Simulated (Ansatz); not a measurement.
Born–Oppenheimer molecular dynamics of a periodic cell of 22 atoms, Na₂MgFeF₇ (host Na2MgFeF7, host structure Imma). It starts from an unrelaxed structure (largest force component 0.45 eV/Å).

These are results of DFT LDA, scalar-relativistic, plane waves, PAW in Ansatz 0.2.0, not measurements. Settings: accuracy low, cutoff 420 eV, k mesh 2x2x2, fermi-dirac smearing 0.05 eV, spin collinear.

```json
{
  "ensemble": "NVT, Langevin thermostat",
  "time step": "2 fs",
  "steps asked": "310",
  "set temperature": "700 K",
  "friction": "0.005 /fs",
  "seed": "619665"
}
```

Frames 10 fs apart, positions in Å.

Velocities at 120 fs (Å/ps):

```
Na 0.16 -0.39 -0.48
Na -1.39 4.68 -5.20
Na -4.62 2.49 1.46
Na 1.88 -0.86 -1.31
Mg -6.72 -0.59 -0.37
Mg 3.12 1.35 -1.19
Fe 0.28 1.35 5.95
Fe -2.42 1.70 2.10
F -0.92 -5.77 -5.03
F 0.34 -5.94 -7.59
F 2.09 -6.47 -5.69
F -10.71 -1.17 -0.96
F 13.80 -0.72 4.98
F -6.38 -2.21 1.13
F 0.52 -5.39 -0.06
F 9.61 3.42 5.34
F 2.67 -1.24 2.42
F -5.35 2.56 -3.61
F 1.45 -3.89 4.98
F 1.77 -6.22 -0.90
F -3.37 5.60 -2.28
F 1.70 3.70 -3.31
```

```xyz
22
Lattice="-3.6762 5.2727 3.8008 3.6762 -5.2727 3.8008 3.6762 5.2727 -3.8008" Properties=species:S:1:pos:R:3 time_fs=120 energy_less_start_eV=1.250 T=458
Na 0.143 -0.497 -0.501
Na -0.134 5.353 -0.224
Na 1.748 -3.137 1.811
Na 1.724 2.668 -2.135
Mg -1.819 2.552 1.962
Mg 1.833 2.386 1.829
Fe 0.064 0.006 3.852
Fe 3.657 -0.024 -0.048
F 0.012 1.000 5.622
F 3.674 -0.885 1.735
F 1.411 1.361 3.432
F -1.312 3.748 3.590
F 1.590 4.285 3.301
F 2.005 6.442 -0.418
F 1.370 -1.169 4.648
F 2.244 0.885 0.587
F 5.091 1.225 0.341
F 2.186 4.069 0.701
F 3.615 2.501 2.579
F 3.852 4.484 -1.529
F -0.141 6.036 2.018
F 0.066 2.532 1.516
22
Lattice="-3.6762 5.2727 3.8008 3.6762 -5.2727 3.8008 3.6762 5.2727 -3.8008" Properties=species:S:1:pos:R:3 time_fs=130 energy_less_start_eV=1.144 T=579
Na 0.145 -0.505 -0.498
Na -0.137 5.404 -0.269
Na 1.700 -3.128 1.836
Na 1.747 2.651 -2.157
Mg -1.879 2.532 1.948
Mg 1.873 2.418 1.823
Fe 0.052 0.028 3.926
Fe 3.658 -0.022 -0.036
F 0.011 0.938 5.536
F 3.698 -0.932 1.657
F 1.427 1.286 3.381
F -1.424 3.732 3.587
F 1.700 4.266 3.323
F 1.960 6.406 -0.406
F 1.354 -1.208 4.644
F 2.306 0.964 0.671
F 5.108 1.234 0.403
F 2.148 4.090 0.651
F 3.628 2.470 2.623
F 3.876 4.428 -1.544
F -0.186 6.109 1.991
F 0.035 2.563 1.462
22
Lattice="-3.6762 5.2727 3.8008 3.6762 -5.2727 3.8008 3.6762 5.2727 -3.8008" Properties=species:S:1:pos:R:3 time_fs=140 energy_less_start_eV=1.325 T=449
Na 0.147 -0.530 -0.477
Na -0.119 5.452 -0.304
Na 1.661 -3.126 1.867
Na 1.790 2.623 -2.189
Mg -1.907 2.524 1.941
Mg 1.894 2.495 1.835
Fe 0.011 0.024 3.993
Fe 3.691 -0.045 -0.040
F 0.022 0.912 5.501
F 3.766 -0.992 1.591
F 1.457 1.204 3.344
F -1.512 3.748 3.544
F 1.752 4.229 3.332
F 1.932 6.359 -0.395
F 1.335 -1.225 4.644
F 2.348 1.089 0.767
F 5.083 1.263 0.464
F 2.147 4.103 0.606
F 3.639 2.449 2.650
F 3.897 4.362 -1.536
F -0.253 6.169 2.023
F -0.043 2.584 1.417
22
Lattice="-3.6762 5.2727 3.8008 3.6762 -5.2727 3.8008 3.6762 5.2727 -3.8008" Properties=species:S:1:pos:R:3 time_fs=150 energy_less_start_eV=1.095 T=574
Na 0.139 -0.540 -0.416
Na -0.105 5.517 -0.315
Na 1.632 -3.125 1.900
Na 1.854 2.602 -2.219
Mg -1.902 2.506 1.972
Mg 1.884 2.606 1.871
Fe -0.046 -0.022 3.994
Fe 3.725 -0.068 -0.025
F 0.003 0.950 5.568
F 3.844 -1.060 1.566
F 1.465 1.150 3.329
F -1.562 3.791 3.460
F 1.752 4.182 3.327
F 1.945 6.309 -0.373
F 1.296 -1.223 4.654
F 2.408 1.155 0.808
F 5.029 1.327 0.518
F 2.170 4.098 0.588
F 3.644 2.451 2.684
F 3.892 4.326 -1.492
F -0.302 6.195 2.096
F -0.118 2.606 1.395
22
Lattice="-3.6762 5.2727 3.8008 3.6762 -5.2727 3.8008 3.6762 5.2727 -3.8008" Properties=species:S:1:pos:R:3 time_fs=160 energy_less_start_eV=1.148 T=569
Na 0.125 -0.548 -0.326
Na -0.107 5.596 -0.307
Na 1.626 -3.133 1.944
Na 1.931 2.582 -2.232
Mg -1.880 2.490 2.038
Mg 1.833 2.736 1.901
Fe -0.093 -0.064 3.936
Fe 3.744 -0.102 -0.010
F -0.021 1.007 5.670
F 3.934 -1.123 1.550
F 1.450 1.144 3.332
F -1.557 3.852 3.389
F 1.694 4.144 3.293
F 1.991 6.273 -0.364
F 1.232 -1.207 4.674
F 2.477 1.160 0.783
F 4.965 1.366 0.559
F 2.220 4.064 0.596
F 3.643 2.473 2.720
F 3.854 4.307 -1.448
F -0.335 6.195 2.185
F -0.146 2.619 1.374
22
Lattice="-3.6762 5.2727 3.8008 3.6762 -5.2727 3.8008 3.6762 5.2727 -3.8008" Properties=species:S:1:pos:R:3 time_fs=170 energy_less_start_eV=1.430 T=439
Na 0.102 -0.540 -0.221
Na -0.129 5.659 -0.307
Na 1.654 -3.138 2.006
Na 1.975 2.542 -2.230
Mg -1.871 2.485 2.096
Mg 1.770 2.819 1.910
Fe -0.118 -0.087 3.876
Fe 3.754 -0.127 0.015
F -0.068 1.032 5.756
F 4.001 -1.153 1.556
F 1.425 1.163 3.355
F -1.521 3.942 3.336
F 1.612 4.108 3.257
F 2.048 6.277 -0.381
F 1.159 -1.178 4.695
F 2.521 1.145 0.767
F 4.917 1.378 0.557
F 2.229 4.000 0.630
F 3.650 2.505 2.766
F 3.811 4.248 -1.469
F -0.333 6.197 2.258
F -0.132 2.623 1.340
22
Lattice="-3.6762 5.2727 3.8008 3.6762 -5.2727 3.8008 3.6762 5.2727 -3.8008" Properties=species:S:1:pos:R:3 time_fs=180 energy_less_start_eV=1.395 T=455
Na 0.071 -0.528 -0.151
Na -0.171 5.685 -0.313
Na 1.691 -3.148 2.084
Na 1.992 2.509 -2.216
Mg -1.890 2.506 2.133
Mg 1.681 2.799 1.917
Fe -0.126 -0.093 3.843
Fe 3.744 -0.134 0.055
F -0.128 1.029 5.790
F 4.046 -1.169 1.586
F 1.377 1.219 3.394
F -1.441 4.040 3.309
F 1.527 4.088 3.247
F 2.091 6.332 -0.401
F 1.090 -1.171 4.715
F 2.528 1.122 0.764
F 4.912 1.353 0.549
F 2.237 3.934 0.649
F 3.646 2.534 2.816
F 3.776 4.156 -1.522
F -0.312 6.195 2.288
F -0.091 2.625 1.320
22
Lattice="-3.6762 5.2727 3.8008 3.6762 -5.2727 3.8008 3.6762 5.2727 -3.8008" Properties=species:S:1:pos:R:3 time_fs=190 energy_less_start_eV=1.093 T=570
Na 0.034 -0.498 -0.105
Na -0.238 5.690 -0.317
Na 1.727 -3.144 2.159
Na 1.989 2.477 -2.189
Mg -1.925 2.549 2.106
Mg 1.605 2.675 1.918
Fe -0.120 -0.097 3.823
Fe 3.722 -0.131 0.097
F -0.178 1.000 5.765
F 4.058 -1.174 1.650
F 1.307 1.276 3.426
F -1.351 4.113 3.287
F 1.450 4.076 3.238
F 2.119 6.406 -0.413
F 1.046 -1.182 4.725
F 2.486 1.122 0.793
F 4.943 1.309 0.586
F 2.236 3.913 0.623
F 3.633 2.544 2.868
F 3.750 4.077 -1.593
F -0.249 6.214 2.231
F -0.075 2.612 1.297
22
Lattice="-3.6762 5.2727 3.8008 3.6762 -5.2727 3.8008 3.6762 5.2727 -3.8008" Properties=species:S:1:pos:R:3 time_fs=200 energy_less_start_eV=0.896 T=600
Na 0.001 -0.458 -0.071
Na -0.289 5.695 -0.323
Na 1.756 -3.130 2.226
Na 1.970 2.446 -2.139
Mg -1.975 2.575 2.049
Mg 1.612 2.503 1.927
Fe -0.119 -0.085 3.808
Fe 3.710 -0.099 0.138
F -0.204 0.927 5.700
F 4.014 -1.192 1.749
F 1.228 1.317 3.448
F -1.299 4.117 3.252
F 1.393 4.059 3.235
F 2.163 6.468 -0.425
F 1.044 -1.219 4.746
F 2.394 1.136 0.852
F 4.993 1.268 0.647
F 2.225 3.926 0.588
F 3.608 2.571 2.912
F 3.733 4.031 -1.638
F -0.156 6.245 2.132
F -0.129 2.598 1.279
22
Lattice="-3.6762 5.2727 3.8008 3.6762 -5.2727 3.8008 3.6762 5.2727 -3.8008" Properties=species:S:1:pos:R:3 time_fs=210 energy_less_start_eV=1.355 T=452
Na -0.032 -0.422 -0.055
Na -0.331 5.699 -0.318
Na 1.760 -3.124 2.258
Na 1.942 2.421 -2.087
Mg -1.974 2.600 1.995
Mg 1.653 2.388 1.957
Fe -0.117 -0.077 3.803
Fe 3.727 -0.033 0.183
F -0.218 0.846 5.588
F 3.949 -1.193 1.839
F 1.193 1.325 3.453
F -1.293 4.110 3.220
F 1.365 4.025 3.222
F 2.219 6.516 -0.419
F 1.068 -1.249 4.729
F 2.324 1.134 0.906
F 5.054 1.221 0.697
F 2.205 3.958 0.553
F 3.575 2.595 2.950
F 3.721 4.020 -1.651
F -0.053 6.254 2.031
F -0.174 2.554 1.291
```

Of the whole run (620 fs, mean temperature of the second half 582 K): The mean temperature of the second half is 17 % below the set value. A run of 0.62 ps of so small a system gives no equilibrium averages. No Hubbard correction was used and the magnetic state wasn't searched. Limits of this set-up: coarse k mesh, low accuracy level.

Run time: 27 min on 4 threads of Intel(R) Xeon(R) CPU @ 2.80GHz (Skylake/Cascade Lake), on a shared host, peak memory 1.3 GiB.
